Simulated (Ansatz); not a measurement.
# Ge: the cost of one run

All numbers are computed with the Python package of Ansatz 0.2.0. Level of theory: DFT r2SCAN, plane waves, PAW.

### 1 The system

It takes space group Imma (No. 74, orthorhombic). The conventional cell has a = 4.992 Å, b = 5.302 Å, c = 2.874 Å, α = 90.00°, β = 90.00°, γ = 90.00°. Ge (site symmetry mm2) has 6 Ge at 2.68 to 2.87 Å as nearest neighbours.

No structure file is read: the coordinates are typed or built in the script.

### 2 Script

Contents of ge_bands.py:

```python
import warnings

import ansatz
import numpy as np

warnings.simplefilter("ignore", ansatz.DeckWarning)

lattice = ansatz.Lattice.of(
    (-2.495898, 2.650863, 1.436947),
    (2.495898, -2.650863, 1.436947),
    (2.495898, 2.650863, -1.436947),
)
sites = [
    ("Ge", (0.185943, 0.935943, 0.25)),
    ("Ge", (0.814057, 0.064057, 0.75)),
]
system = ansatz.Crystal(lattice=lattice)
for symbol, position in sites:
    system = system.atom(symbol, position)

path = [
    ("G", (0.0, 0.0, 0.0)),
    ("R", (0.0, 0.5, 0.0)),
    ("W", (0.25, 0.25, 0.25)),
    ("S", (0.5, 0.0, 0.0)),
    ("G", (0.0, 0.0, 0.0)),
    ("T", (0.0, 0.0, 0.5)),
    ("W", (0.25, 0.25, 0.25)),
]
calc = (
    system.calculation()
    .functional("r2scan")
    .pseudopotentials("paw")
    .kpoints(density=5.1)
    .occupations("Gaussian")
    .band_structure([point for _, point in path], intervals=10)
    .scf(extra_bands=8)
)
def show(event):
    row = event["data"]
    if event["event"] == "scf_iter" and row.get("harris_foulkes_ev") is not None:
        print(f"  iteration {row['iter']:3d}  Harris-Foulkes {row['harris_foulkes_ev']:.5f} eV  residual {row['dr2_ev']:.2e}")


out = calc.session().plan().execute(on_event=show)
report = out.report

print("%-22s %14.5f eV" % ("F = E - TS", report["free_energy_ev"]))
print("%-22s %14.5f eV" % ("E", report["internal_energy_ev"]))
print("%-22s %14.5f eV" % ("Harris-Foulkes", report["harris_foulkes_ev"]))
print("%-22s %14.5f eV" % ("Fermi level", report["fermi_energy_ev"]))

terms = report["components"]
print({name: round(terms[name], 3) for name in ("e_kinetic", "e_hartree", "e_xc", "e_local", "e_nonlocal", "e_ewald", "e_paw") if name in terms})

for term in (ansatz.EnergyTerm.SMEARING, ansatz.EnergyTerm.DISPERSION):
    print(f"F without {term.name.lower()}: {ansatz.free_energy_without(report, term):.5f} eV")

bands = out.band_structure()
fermi = bands.fermi_energy_ev
print(f"zero of the bands: {fermi:.3f} eV, the Fermi level found on the SCF mesh")
for spin, channel in enumerate(bands.channels):
    levels = channel.eigenvalues_ev - fermi
    crossing = [b for b in range(levels.shape[1]) if levels[:, b].min() < 0 < levels[:, b].max()]
    print(f"channel {spin}: bands that cross the Fermi level on this path:", [b + 1 for b in crossing] or "none")
    shown = crossing or sorted(np.argsort(np.abs(levels).min(axis=0))[:2])
    for k, row in zip(bands.kpoints_frac, levels[:, shown]):
        print(f"{k[0]:7.3f} {k[1]:7.3f} {k[2]:7.3f}  ", " ".join(f"{e:8.3f}" for e in row))
```

### 3 Launch

The run is started by

```
$ python ge_bands.py
```

**Question.** How long does this script take on 1 thread of Arm Neoverse V2, shared host, and how much memory does it need?

About 33 s, with a peak of 0.67 GiB.
